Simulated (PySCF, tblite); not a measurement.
# C₄H₂F₆O: geometry, infrared bands and NMR shifts

What infrared bands and NMR shifts should C₄H₂F₆O (`C=C(OC(F)(F)F)C(F)(F)F`) show?

Programs: tblite 0.8.0 and PySCF 2.14.0, with density-fitted response routines of our own. Each step states its level of theory. These are calculated values for one molecule in the gas phase, unless marked as measured. Atoms are numbered from 0 throughout.

## 1. The starting structure

13 atoms, charge 0, multiplicity 1; geometry from: force field or distance geometry start.

Bonds of the start (Å): C0–C1 1.33, C1–O2 1.38, O2–C3 1.39, C3–F4 1.40, C3–F5 1.39, C3–F6 1.36, C1–C7 1.49, C7–F8 1.38, C7–F9 1.40, C7–F10 1.38, C0–H11 1.08, C0–H12 1.10.

## 2. Geometry optimisation with GFN2-xTB

Job settings and geometry (Å):

```
{"job": {"kind": "relax", "xc": "GFN2-xTB", "basis": "xTB"}, "charge": 0, "multiplicity": 1}
C     -0.576500    -0.738100    -1.274800
C     -0.427100    -0.325800    -0.018600
O      0.830700    -0.465100     0.537900
C      1.978100     0.262000     0.224500
F      3.004200    -0.226500     1.046400
F      1.719500     1.593100     0.529000
F      2.370000     0.201000    -1.081400
C     -1.602700     0.232100     0.700900
F     -1.395400     1.534600     1.110700
F     -2.744500     0.215900    -0.112100
F     -1.893100    -0.481200     1.851900
H      0.290200    -1.142600    -1.769500
H     -1.557700    -0.658800    -1.762800
```

Started as:

```console
> OMP_NUM_THREADS=1 python probes_run.py task.json out
```

This one command runs all jobs of the session in turn.

What it wrote:

```text
step      E/eV     max force
  0   -1143.09902    2.982
  1   -1143.53027    1.683
  2   -1143.65802    1.388
  3   -1143.71201    0.707
  4   -1143.74737    0.523
  5   -1143.76913    0.508
  6   -1143.79847    0.475
  7   -1143.82774    0.403
  8   -1143.84696    0.280
  9   -1143.85687    0.248
 10   -1143.86269    0.198
 11   -1143.86781    0.183
 12   -1143.87167    0.131
 13   -1143.87411    0.128
 14   -1143.87583    0.096
 15   -1143.87705    0.087
 16   -1143.87775    0.063
 17   -1143.87819    0.064
 18   -1143.87866    0.062
 19   -1143.87931    0.083
 20   -1143.88003    0.086
 21   -1143.88065    0.060
 22   -1143.88112    0.058
 23   -1143.88153    0.060
 24   -1143.88187    0.053
 25   -1143.88214    0.042
 26   -1143.88238    0.037
 27   -1143.88265    0.056
 28   -1143.88302    0.073
 29   -1143.88350    0.078
 30   -1143.88407    0.066
 31   -1143.88471    0.073
 32   -1143.88546    0.078
 33   -1143.88631    0.102
 34   -1143.88727    0.110
 35   -1143.88842    0.095
 36   -1143.88986    0.090
 37   -1143.89160    0.103
 38   -1143.89322    0.099
 39   -1143.89430    0.111
 40   -1143.89315    0.313
 41   -1143.89582    0.075
 42   -1143.89637    0.074
 43   -1143.89752    0.072
 44   -1143.89799    0.057
 45   -1143.89857    0.058
 46   -1143.89904    0.064
 47   -1143.89960    0.059
 48   -1143.90025    0.069
 49   -1143.90111    0.082
 50   -1143.90197    0.141
 51   -1143.90336    0.132
 52   -1143.90534    0.089
 53   -1143.90721    0.081
 54   -1143.90827    0.082
 55   -1143.90946    0.064
 56   -1143.91018    0.061
 57   -1143.91074    0.062
 58   -1143.91139    0.081
 59   -1143.91135    0.270
 60   -1143.91344    0.096
 61   -1143.91557    0.128
 62   -1143.91999    0.192
 63   -1143.92442    0.249
 64   -1143.92944    0.302
 65   -1143.93332    0.176
 66   -1143.93394    0.527
 67   -1143.94190    0.138
 68   -1143.94501    0.123
 69   -1143.94738    0.492
 70   -1143.95151    0.120
 71   -1143.95294    0.139
 72   -1143.95600    0.329
 73   -1143.95813    0.224
 74   -1143.96172    0.178
 75   -1143.96726    0.243
 76   -1143.97228    0.430
 77   -1143.97839    0.169
 78   -1143.98298    0.125
 79   -1143.98499    0.293
 80   -1143.98670    0.074
 81   -1143.98718    0.070
 82   -1143.98763    0.081
 83   -1143.98793    0.066
 84   -1143.98832    0.052
 85   -1143.98870    0.047
 86   -1143.98941    0.058
 87   -1143.99037    0.076
 88   -1143.99130    0.084
 89   -1143.99214    0.093
 90   -1143.99270    0.048
 91   -1143.99285    0.070
 92   -1143.99306    0.023
 93   -1143.99311    0.020
 94   -1143.99315    0.013
 95   -1143.99319    0.008
```

Run time: 1.7 s. Hardware: 1 thread of Intel Xeon at 2.50GHz, shared host; peak memory 0.18 GiB.

The steps of the relaxation: (not every step is listed)

| step | energy from step 0 (eV) | largest force (eV/Å) |
| --- | --- | --- |
| 0 | 0.0000 | 2.9816 |
| 1 | -0.4312 | 1.6833 |
| 2 | -0.5590 | 1.3880 |
| 3 | -0.6130 | 0.7074 |
| 4 | -0.6483 | 0.5231 |
| 5 | -0.6701 | 0.5079 |
| 6 | -0.6994 | 0.4751 |
| 7 | -0.7287 | 0.4030 |
| 8 | -0.7479 | 0.2795 |
| 16 | -0.7787 | 0.0629 |
| 24 | -0.7828 | 0.0531 |
| 32 | -0.7864 | 0.0785 |
| 40 | -0.7941 | 0.3131 |
| 48 | -0.8012 | 0.0690 |
| 56 | -0.8112 | 0.0609 |
| 64 | -0.8304 | 0.3023 |
| 72 | -0.8570 | 0.3289 |
| 80 | -0.8877 | 0.0740 |
| 88 | -0.8923 | 0.0838 |
| 90 | -0.8937 | 0.0484 |
| 91 | -0.8938 | 0.0701 |
| 92 | -0.8940 | 0.0234 |
| 93 | -0.8941 | 0.0200 |
| 94 | -0.8941 | 0.0126 |
| 95 | -0.8942 | 0.0082 |

Distances of close pairs at the start and the end, largest changes first:

| bond | before (Å) | after (Å) | change (Å) |
| --- | --- | --- | --- |
| C3–F4 | 1.403 | 1.320 | -0.083 |
| C7–F9 | 1.402 | 1.336 | -0.065 |
| O2–C3 | 1.394 | 1.332 | -0.062 |
| C3–F5 | 1.390 | 1.339 | -0.051 |
| C7–F8 | 1.381 | 1.333 | -0.048 |
| C7–F10 | 1.385 | 1.337 | -0.048 |
| C1–C7 | 1.487 | 1.520 | +0.033 |
| C3–F6 | 1.365 | 1.339 | -0.025 |

The final coordinates are the input of the step that follows.

## 3. Vibrational analysis with GFN2-xTB

Job settings and geometry (Å):

```
{"job": {"kind": "ir", "xc": "GFN2-xTB", "basis": "xTB"}, "charge": 0, "multiplicity": 1}
C     -0.466481    -0.329964    -1.331346
C     -0.417723    -0.040570    -0.045169
O      0.700334     0.185011     0.748592
C      1.910859     0.173900     0.193425
F      2.806984     0.446208     1.123561
F      2.055967     1.077172    -0.784645
F      2.238239    -1.006802    -0.347692
C     -1.652458     0.075720     0.833196
F     -1.635106     1.180540     1.578267
F     -2.770669     0.107797     0.102205
F     -1.763445    -0.963864     1.667063
H      0.408296    -0.425999    -1.948781
H     -1.419185    -0.478663    -1.806403
```

What it wrote:

```text
mode    cm-1     km/mol
  1      23.2      0.40
  2      39.2      1.18
  3      96.9      1.45
  4     121.8      3.65
  5     191.0      0.42
  6     214.2      0.71
  7     310.4      0.34
  8     334.4      1.50
  9     390.4      0.32
 10     401.6     13.72
 11     446.8      9.98
 12     490.7      2.03
 13     531.7     41.21
 14     549.7     25.62
 15     573.6     47.01
 16     626.6      2.11
 17     648.3      5.35
 18     713.5      0.65
 19     789.0      4.64
 20     854.0     24.74
 21     905.0     13.23
 22     977.5     32.91
 23    1040.0    234.94
 24    1076.8    432.84
 25    1090.9    234.57
 26    1099.3    299.82
 27    1133.6    336.74
 28    1186.3    687.06
 29    1241.2    135.53
 30    1387.9      6.86
 31    1723.4     94.55
 32    3131.8      7.40
 33    3164.9      0.78
```

Wall time 1.2 s (1 thread of Intel Xeon at 2.50GHz, shared host); peak memory 0.18 GiB.

The strongest bands and the atoms that carry them (share of the mass-weighted mode):

| cm⁻¹ | km/mol | atoms |
| --- | --- | --- |
| 1040 | 234.9 | C3 69 %, F6 11 %, F5 11 % |
| 1077 | 432.8 | C7 62 %, F10 20 % |
| 1091 | 234.6 | C7 42 % |
| 1099 | 299.8 | C7 72 %, F9 12 %, F8 11 % |
| 1134 | 336.7 | C3 64 %, F4 13 % |
| 1186 | 687.1 | C3 66 %, O2 19 % |
| 1241 | 135.5 | C1 45 %, C7 28 %, O2 13 % |
| 1723 | 94.5 | C1 56 %, C0 38 % |

## 4. NMR shieldings: PBE0/pcSseg-1

Same as in step 3 but for these lines:

```diff
@@ -1,2 +1,2 @@
-{"job": {"kind": "ir", "xc": "GFN2-xTB", "basis": "xTB"}, "charge": 0, "multiplicity": 1}
+{"job": {"kind": "nmr", "xc": "PBE0", "basis": "pcSseg-1"}, "charge": 0, "multiplicity": 1}
 C     -0.466481    -0.329964    -1.331346
```

With the program's defaults for keys left out, this is: GIAO PBE0/pcSseg-1 NMR shielding, non-relativistic, gas phase.

What it wrote:

```text
coarse grid: 13192 points
cycle   1  E = -826.6102733206  dE =  2.208e+00  |g| = 1.327e+00  |ddm| = 3.297e+00
cycle   2  E = -826.2962052181  dE =  3.141e-01  |g| = 1.977e+00  |ddm| = 1.570e+00
cycle   3  E = -826.9038749962  dE = -6.077e-01  |g| = 1.391e-01  |ddm| = 9.918e-01
cycle   4  E = -826.9060330860  dE = -2.158e-03  |g| = 9.513e-02  |ddm| = 1.651e-01
cycle   5  E = -826.9078683794  dE = -1.835e-03  |g| = 1.735e-02  |ddm| = 6.917e-02
cycle   6  E = -826.9079267952  dE = -5.842e-05  |g| = 4.414e-03  |ddm| = 1.424e-02
cycle   7  E = -826.9079308564  dE = -4.061e-06  |g| = 9.313e-04  |ddm| = 3.633e-03
final grid: 136408 points
cycle   8  E = -827.0212961729  dE = -6.164e-05  |g| = 1.017e-02  |ddm| = 2.511e-02
cycle   9  E = -827.0212777481  dE =  1.842e-05  |g| = 1.474e-02  |ddm| = 1.360e-02
cycle  10  E = -827.0213139841  dE = -3.624e-05  |g| = 1.052e-03  |ddm| = 8.418e-03
cycle  11  E = -827.0213141703  dE = -1.862e-07  |g| = 5.250e-04  |ddm| = 1.133e-03
cycle  12  E = -827.0213142196  dE = -4.924e-08  |g| = 1.289e-04  |ddm| = 3.747e-04
cycle  13  E = -827.0213142226  dE = -3.044e-09  |g| = 4.012e-05  |ddm| = 9.397e-05
cycle  14  E = -827.0213142229  dE = -3.188e-10  |g| = 9.845e-06  |ddm| = 3.004e-05
converged SCF energy = -827.0213142229

GIAO shielding tensors (ppm)
atom      isotropic    diamagn.    paramagn.     s11        s22        s33       span
  0 C       80.696     256.509    -175.813    -18.909     84.746    176.250    195.160
  1 C       34.699     255.585    -220.886    -69.301     78.487     94.911    164.213
  2 O      164.691     402.458    -237.767    127.779    166.023    200.273     72.494
  3 C       57.226     237.655    -180.429     54.499     55.168     62.010      7.512
  4 F      244.273     467.724    -223.451    184.402    198.117    350.301    165.899
  5 F      247.565     473.057    -225.492    168.459    221.328    352.907    184.448
  6 F      246.053     472.968    -226.914    167.711    218.943    351.506    183.795
  7 C       59.038     239.265    -180.227     49.223     62.275     65.615     16.391
  8 F      260.384     471.856    -211.472    181.274    259.651    340.227    158.953
  9 F      263.485     471.326    -207.841    186.444    251.965    352.045    165.601
 10 F      250.223     471.800    -221.576    169.248    242.082    339.340    170.092
 11 H       26.060      30.855      -4.795     23.135     24.445     30.600      7.465
 12 H       25.837      30.098      -4.261     23.537     24.331     29.643      6.107
```

It took 1.9 min on 1 thread of Intel Xeon at 2.50GHz, shared host; peak memory 0.85 GiB.

Shifts follow as δ = σ(reference) − σ, with reference shieldings (ppm) from runs at the same level and on the same kind of geometry: 1H TMS 31.72, 13C TMS 186.9, 19F CFCl3 170.9, 17O H2O 336.1. The references are single molecules in the gas phase, so shifts against H2O, NH3, PH3, H3PO4 or CFCl3 are not on the usual liquid scales and can be off by tens of ppm. Atoms listed in one row are averaged.

| atoms | environment | σ (ppm) | δ (ppm) | δ scaled to CDCl3 |
| --- | --- | --- | --- | --- |
| C1 | alkene carbon bearing oxygen | 34.7 | 152.2 | 146.7 |
| C3 | CF3 carbon | 57.2 | 129.7 | 124.7 |
| C7 | CF3 carbon | 59.0 | 127.9 | 122.9 |
| C0 | β carbon of an enol-ether or enamine type C=C | 80.7 | 106.2 | 101.8 |
| H12 | hydrogen on a β carbon of an enol-ether or enamine type C=C | 25.84 | 5.88 | 5.65 |
| H11 | hydrogen on a β carbon of an enol-ether or enamine type C=C | 26.06 | 5.66 | 5.44 |
| O2 | ether oxygen | 164.7 | 171.4 | – |
| F4, F5, F6 | fluorine of an OCF3 group | 246.0 | -75.0 | – |
| F8, F9, F10 | fluorine of a CF3 group | 258.0 | -87.1 | – |

The scaled column applies a straight-line fit of computed shieldings to shifts measured in CDCl3, and one for carbons that bear F (root-mean-square error 0.16 ppm for H, 1.9 ppm for C).

Charges from the same density, by scheme (e):

| atoms | Mulliken | IAO | Hirshfeld | ESP fit |
| --- | --- | --- | --- | --- |
| C0 | -0.06 | -0.34 | -0.11 | -0.46 |
| C1 | -0.12 | 0.14 | 0.04 | 0.17 |
| O2 | -0.46 | -0.31 | -0.12 | -0.29 |
| C3 | 0.96 | 0.96 | 0.32 | 0.70 |
| F4, F5, F6 | -0.25 | -0.27 | -0.09 | -0.19 |
| C7 | 0.90 | 0.81 | 0.26 | 0.48 |
| F8, F9, F10 | -0.26 | -0.27 | -0.09 | -0.16 |

Mayer bond orders: C0–C1 1.89, C1–O2 0.94, O2–C3 1.06, C3–F4 1.08, C3–F5 1.01, C3–F6 1.01, C1–C7 0.96, C7–F8 1.02, C7–F9 1.01, C7–F10 1.02.

The fields below are evaluated on a grid from the run's orbitals.

Frontier orbitals at PBE0/pcSseg-1, with the share of their density that lies nearest to each atom:

| orbital | energy (eV) | lies on |
| --- | --- | --- |
| HOMO | -8.74 | C0, C1 about 33 % each; O2 19 % |
| LUMO | -1.05 | C0, C1 about 31 % each; H11, H12 about 9 % each |

ELF in a plane through or near 9 of the atoms.

Ten even steps from '0' (0.00) to '9' (1.00):
```
0000000000000000000000000000
0000000000000000000000000000
0000000000000000000000000000
0000000000033101463000000000
0000000000899626999600000000
0000000001999969999600000000
0000000000599925996000000000
0000000000067532650044200000
0000000001001687501588730000
0000000133211433553667851000
0000000224566813982678851000
0000123522764655828143430000
0001588574377830134310000000
0000487484068820022100000000
0000257874025400011100000000
0000001331000000011000000000
0000000000000000000000000000
0000000000000000000000000000
0000000000000000000000000000
0000000000000000000000000000
```
The map spans 10.7 Å across and 9.2 Å up, centred on the molecule. Atoms in the plane (x, y in Å): C0 (0.3, 1.4), C1 (0.4, 0.1), O2 (-0.6, -0.8), C3 (-1.9, -0.5), F4 (-2.7, -1.5), C7 (1.7, -0.6), F9 (2.8, 0.2), H11 (-0.6, 1.9), H12 (1.2, 2.0).

On the surface of density 0.002 e/bohr³ the electrostatic potential runs, from the 1st to the 99th percentile, from -0.43 V near F8 to 1.43 V near H12.

## 5. Outcome

| quantity | value |
| --- | --- |
| strongest single infrared mode (GFN2-xTB) | 1186 cm⁻¹, 687 km/mol |
| zero-point energy (GFN2-xTB) | 39.3 kcal/mol |
| 13C shifts against TMS (PBE0/pcSseg-1) | 152.2, 129.7, 127.9, 106.2 ppm |
| 1H shifts against TMS (PBE0/pcSseg-1) | 5.88, 5.66 ppm |
| 17O shifts against H2O (PBE0/pcSseg-1) | 171.4 ppm |
| 19F shifts against CFCl3 (PBE0/pcSseg-1, means over atoms taken as alike) | -75.0, -87.1 ppm |
| surface potential, 1st and 99th percentile | -0.43 V and 1.43 V |

**Reading.** The optimisation took 95 steps and gained 0.894 eV; among the close pairs (by a distance rule), C3–F4 changed most, from 1.403 to 1.320 Å. No mode is imaginary among the 33: a minimum at this level. The strongest single mode, at 1186 cm⁻¹, moves mainly C3. GFN2-xTB is a fitted tight-binding method: band positions and strengths are rough. Its intensities can rank the bands wrongly. C1 (alkene carbon bearing oxygen) lies farthest downfield among carbon, at 152.2 ppm; an sp2 carbon further deshielded by the attached heteroatom. At PBE0/pcSseg-1: Shielding is most anisotropic at C0 (span 195 ppm, paramagnetic term -176 ppm). At PBE0/pcSseg-1, counted by nearest atom on the grid, the HOMO lies on C0, C1 about 33 % each; O2 19 %, the LUMO on C0, C1 about 31 % each; H11, H12 about 9 % each.
